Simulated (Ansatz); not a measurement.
# C₂H₃BFN: one species, many methods

One table from this session's results is given with a row withheld; the runs are named, their logs left out.

Method: functionals in def2-TZVPP, the program's frozen cores in correlated methods; program: Ansatz 0.2.0, Gaussian basis.

Levels to be run: LDA (SPW92), PBE-D4, revPBE-D4, BLYP-D4, r2SCAN-D4, B97M-V, PBE0-D4, B3LYP-D4, r2SCANh-D4, r2SCAN0-D4, HSE06-D4, BHLYP-D4, CAM-B3LYP-D4, LC-ωPBE, ωB97X-V, ωB97M-V, B2PLYP, PBE-QIDH; CCSD(T)/def2-SVP; CCSD(T)/def2-TZVPP; MP2/def2-QZVPP; extrapolation to the limit; RPA on PBE.

1 further run of the same task is left out (it didn't finish).

## The geometry

All runs share one geometry, relaxed beforehand with PBE0-D4 in a triple-zeta def2 set.

8 atoms, charge 0, spin multiplicity 1.

Atoms are counted from 1 here; the program's logs count them from 0.

Bond lengths: F1–B2 1.312 Å, B2–C3 1.553 Å, B2–C5 1.580 Å, C3–N4 1.291 Å, C3–H6 1.087 Å, N4–C5 1.510 Å, C5–H7 1.093 Å, C5–H8 1.090 Å. Angles: F1–B2–C3 135.6°, F1–B2–C5 135.3°, C3–B2–C5 86.1°, B2–C3–N4 90.7°, B2–C3–H6 145.8°, N4–C3–H6 122.6°, C3–N4–C5 99.2°, B2–C5–N4 82.2°, B2–C5–H7 120.5°, B2–C5–H8 118.9°, N4–C5–H7 113.0°, N4–C5–H8 110.1°, H7–C5–H8 109.0°.

Set-up of the first run:

in.yaml

```yaml
crystal:
  periodic: [false, false, false]
  atoms:
    - {symbol: F, position_ang: [0.213159, -1.007260, 1.918416]}
    - {symbol: B, position_ang: [-0.024142, -0.304825, 0.836167]}
    - {symbol: C, position_ang: [0.319032, 1.128458, 0.345830]}
    - {symbol: N, position_ang: [0.303903, 0.728579, -0.881174]}
    - {symbol: C, position_ang: [-0.301671, -0.640555, -0.682292]}
    - {symbol: H, position_ang: [0.656468, 2.120930, 0.633910]}
    - {symbol: H, position_ang: [0.257089, -1.432686, -1.186244]}
    - {symbol: H, position_ang: [-1.331639, -0.649742, -1.040312]}
basis:
  gaussian: {orbitals: def2-TZVPP}
hamiltonian: {xc: lda}
output: {orbitals: {seedname: orbitals}}
```

Steps of the session up to this table: LDA; PBE-D4 (GGA); revPBE-D4 (GGA); BLYP-D4 (GGA); r2SCAN-D4 (meta-GGA); B97M-V (meta-GGA); PBE0-D4 (hybrid); B3LYP-D4 (hybrid); r2SCANh-D4 (hybrid); r2SCAN0-D4 (hybrid); HSE06-D4 (hybrid); BHLYP-D4 (hybrid); CAM-B3LYP-D4 (range-separated); LC-ωPBE (range-separated); ωB97X-V (range-separated); ωB97M-V (range-separated); B2PLYP (double hybrid); PBE-QIDH (double hybrid).

One table of the session follows, with a row left open; its other results are not shown here.

It belongs to the step «Orbital energies across the functionals». 

```
  functional  HOMO (eV)  LUMO (eV)  gap (eV)
 LDA (SPW92)          ?          ?         ?
      PBE-D4      -6.20      -2.89      3.31
   revPBE-D4      -6.14      -2.79      3.35
     BLYP-D4      -6.09      -2.74      3.35
   r2SCAN-D4      -6.47      -2.68      3.78
      B97M-V      -6.59      -2.58      4.02
     PBE0-D4      -7.64      -1.79      5.86
    B3LYP-D4      -7.41      -2.03      5.37
  r2SCANh-D4      -7.01      -2.27      4.73
  r2SCAN0-D4      -7.83      -1.67      6.16
    HSE06-D4      -7.24      -2.18      5.06
    BHLYP-D4      -9.02      -0.60      8.42
CAM-B3LYP-D4      -9.07      -0.58      8.49
     LC-ωPBE     -10.42       0.66     11.08
     ωB97X-V     -10.07       0.58     10.65
     ωB97M-V      -9.98       0.46     10.45
```

Q: Estimate the row for LDA (SPW92) from the others.

**Answer.** HOMO (eV): -6.34; LUMO (eV): -3.18; gap (eV): 3.17. In the column «HOMO (eV)» it lies between r2SCAN-D4 (-6.47) and PBE-D4 (-6.20).
